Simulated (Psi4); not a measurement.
# CH6Sn (SMILES [CH3][SnH3]): HSE06/def2-SVP (core potential)

What is the energy change on altering one bond length of CH6Sn at HSE06/def2-SVP (core potential)? 

Program for the calculation: Psi4 1.11.

6 further runs of the same task are left out: 4 that didn't finish, 2 set aside as unsound or not needed.

### 1 The system as given

CH6Sn: 8 atoms, total charge 0, spin state singlet. SMILES: `[CH3][SnH3]`. The shape is that of a PBE0-D4/def2-TZVP optimisation.

Bond lengths: C1–Sn2 2.140 Å, C1–H3 1.090 Å, C1–H4 1.090 Å, C1–H5 1.090 Å, Sn2–H6 1.709 Å, Sn2–H7 1.709 Å, Sn2–H8 1.709 Å. Some angles: C1–Sn2–H6 110.1°, C1–Sn2–H7 110.1°, C1–Sn2–H8 110.1°, Sn2–C1–H3 110.0°, Sn2–C1–H4 110.0°, Sn2–C1–H5 110.0°, H6–Sn2–H7 108.8°, H6–Sn2–H8 108.8°, H7–Sn2–H8 108.8°, H3–C1–H4 109.0°.

### 2 Energy and gradient at HSE06/def2-SVP (core potential)

job.in reads:

```
memory 1600 mb

molecule molecule1 {
  C      1.094500     0.367400    -0.110600
  Sn    -0.919400    -0.329100     0.082100
  H      1.300500     0.627700    -1.148800
  H      1.789300    -0.411200     0.204000
  H      1.244600     1.249200     0.512300
  H     -2.012000     0.886800    -0.417500
  H     -1.156700    -1.716400    -0.887800
  H     -1.248700    -0.731500     1.710400
  symmetry c1
  no_reorient
  no_com
}

set {
  basis def2-SVP
  puream true
  e_convergence 1e-09
  d_convergence 1e-08
  scf_type pk
  dft_radial_points 99
  dft_spherical_points 590
}

e = gradient('hse06')
print_variables()
```

Launch:

```sh
$ psi4 -n 1 job.in job.out
```

job.out:

```text
[...]
    !!!  WARNING: ECP capability is in beta. Please check occupations closely.  !!!
[...]
  Running in c1 symmetry.
[...]
  Nuclear repulsion =   80.491966809413057
[...]
  Multiplicity = 1
[...]
  Nalpha       = 17
  Nbeta        = 17
[...]
    Number of basis functions: 70
[...]
   @RKS iter   1:  -255.61615723919584   -1.26409e+00   1.01532e-02 DIIS/ADIIS
[...]
   @RKS iter  10:  -255.89828452283984    2.95586e-12   4.94363e-09 DIIS
[...]
    Orbital Energies [Eh]
    ---------------------
    Doubly Occupied:
       1A    -10.216740     2A     -5.118146     3A     -3.450611
       4A     -3.450611     5A     -3.450083     6A     -1.016956
       7A     -1.016955     8A     -1.016742     9A     -1.012026
      10A     -1.012025    11A     -0.687261    12A     -0.496968
      13A     -0.403724    14A     -0.403710    15A     -0.308192
      16A     -0.308188    17A     -0.293785
[...]
  @RKS Final Energy:  -255.89828452283984
   => Energetics <=
    Nuclear Repulsion Energy =             80.4919668094130571
    One-Electron Energy =                -591.1997491764122969
    Two-Electron Energy =                 274.8654061737356642
    DFT Exchange-Correlation Energy =     -20.0559083295762797
    Empirical Dispersion Energy =           0.0000000000000000
    VV10 Nonlocal Energy =                  0.0000000000000000
    Total Energy =                       -255.8982845228398730
[...]
 Multipole Moments:
 ------------------------------------------------------------------------------------
     Multipole            Electronic (a.u.)      Nuclear  (a.u.)        Total (a.u.)
 ------------------------------------------------------------------------------------
 L = 1.  Multiply by 2.5417464519 to convert [e a0] to [Debye]
 Dipole X            :         26.2622086          -25.9701282            0.2920804
 Dipole Y            :          9.7975417           -9.6965627            0.1009790
 Dipole Z            :         -2.1354243            2.1074226           -0.0280017
 Magnitude           :                                                    0.3103092
[...]
  -Total Gradient:
     Atom            X                  Y                   Z
    ------   -----------------  -----------------  -----------------
       1        0.002235948691     0.000729716482    -0.000202848815
       2        0.001578710007     0.000535406412    -0.000157165177
       3       -0.001240901040    -0.001468225539     0.005715715449
       4       -0.003948412703     0.004262529225    -0.001738290699
       5       -0.000931237318    -0.004866878069    -0.003400918582
       6        0.001476974723    -0.001580946892     0.000649364802
       7        0.000356960760     0.001844575544     0.001278450652
       8        0.000476167005     0.000545788424    -0.002145772768
[...]
```

Run time: 34 s. Hardware: 1 thread of Intel Xeon Platinum 8488C (Sapphire Rapids), shared host; peak memory 1.1 GiB.

### 3 The distorted shape at the same level

input.dat reads:

```
memory 1600 MB

molecule m {
  0 1
  C      2.00990326     0.62048968     0.08532869
  Sn    -1.79581618    -0.69570456     0.44947892
  H      2.45758883     1.18618109    -2.17091737
  H      3.32288497    -0.85085108     0.67983653
  H      2.29355115     2.28685018     1.26243910
  H     -3.86053095     1.60201343    -0.49462825
  H     -2.24424819    -3.31732162    -1.38336645
  H     -2.41810300    -1.45613036     3.52651997
  units bohr
  symmetry c1
  no_reorient
  no_com
}

set puream true
set e_convergence 1e-09
set d_convergence 1e-08
set scf_type pk
set dft_radial_points 99
set dft_spherical_points 590

E, wfn = gradient('hse06/def2-SVP', return_wfn=True)
oeprop(wfn, 'MULLIKEN_CHARGES', 'MAYER_INDICES', 'WIBERG_LOWDIN_INDICES', title='HSE06')
```

Launch:

```sh
$ psi4 -n 1 input.dat output.dat
```

output.dat (excerpt; [...] marks lines left out):

```text
[...]
  Running in c1 symmetry.
[...]
  Nuclear repulsion =   79.888818441509414
[...]
  Multiplicity = 1
[...]
  Nalpha       = 17
  Nbeta        = 17
[...]
    Number of basis functions: 70
[...]
   @RKS iter   1:  -255.63402820769855   -1.31016e+00   9.50888e-03 DIIS/ADIIS
[...]
   @RKS iter  10:  -255.88702785149457    5.85487e-12   6.46203e-09 DIIS
[...]
  @RKS Final Energy:  -255.88702785149457
   => Energetics <=
    Nuclear Repulsion Energy =             79.8888184415094145
    One-Electron Energy =                -590.0189307944622215
    Two-Electron Energy =                 274.2603649855983008
    DFT Exchange-Correlation Energy =     -20.0172804841400946
    Empirical Dispersion Energy =           0.0000000000000000
    VV10 Nonlocal Energy =                  0.0000000000000000
    Total Energy =                       -255.8870278514945653
[...]
 Multipole Moments:
 ------------------------------------------------------------------------------------
     Multipole            Electronic (a.u.)      Nuclear  (a.u.)        Total (a.u.)
 ------------------------------------------------------------------------------------
 L = 1.  Multiply by 2.5417464519 to convert [e a0] to [Debye]
 Dipole X            :         28.1716317          -27.8973936            0.2742381
 Dipole Y            :         12.2217742          -12.1318206            0.0899536
 Dipole Z            :        -11.8205338           11.8203919           -0.0001419
 Magnitude           :                                                    0.2886143
[...]
  -Total Gradient:
     Atom            X                  Y                   Z
    ------   -----------------  -----------------  -----------------
       1       -0.008822650637    -0.014845530713     0.064156124799
       2        0.001822419997     0.000363748139     0.001199868582
       3        0.011677840219     0.015725046336    -0.064069741952
       4       -0.005061583026     0.004170386571     0.000602676981
       5       -0.001637843278    -0.006198165570    -0.001290337073
       6        0.001404271760    -0.001554577068     0.000565930740
       7        0.000302500788     0.001809236423     0.001185175169
       8        0.000319281250     0.000531516705    -0.002351209662
[...]
  Mulliken Charges: (a.u.)
   Center  Symbol    Alpha    Beta     Spin     Total
       1     C     3.18384  3.18384  0.00000 -0.36768
[...]
```

Wall time 35 s (1 thread of Intel Xeon Platinum 8488C (Sapphire Rapids), shared host); peak memory 1.1 GiB.

### 4 Summary of results

At HSE06/def2-SVP (core potential):

| quantity | value |
| --- | --- |
| first shape: total energy | -255.89828 Eh |
| first shape: dipole moment | 0.79 D |
| first shape: HOMO energy | -7.99 eV |
| first shape: LUMO energy | 0.40 eV |
| first shape: HOMO–LUMO gap | 8.39 eV |
| first shape: largest force on an atom | 0.312 eV/Å |
| distorted shape: total energy | -255.88703 Eh |
| distorted shape: dipole moment | 0.73 D |
| distorted shape: HOMO energy | -7.99 eV |
| distorted shape: LUMO energy | 0.29 eV |
| distorted shape: HOMO–LUMO gap | 8.29 eV |
| distorted shape: largest force on an atom | 3.445 eV/Å |
| energy change with the C1–H3 bond stretched from 1.090 to 1.253 Å | 0.306 eV |

What this shows: With the C1–H3 bond stretched from 1.090 to 1.253 Å the energy rises by 0.31 eV (7.1 kcal/mol). The first shape isn't relaxed at this level, so the change isn't measured from a minimum. The largest force (first shape) is 0.31 eV/Å: the shape isn't a stationary point for this species at this level.
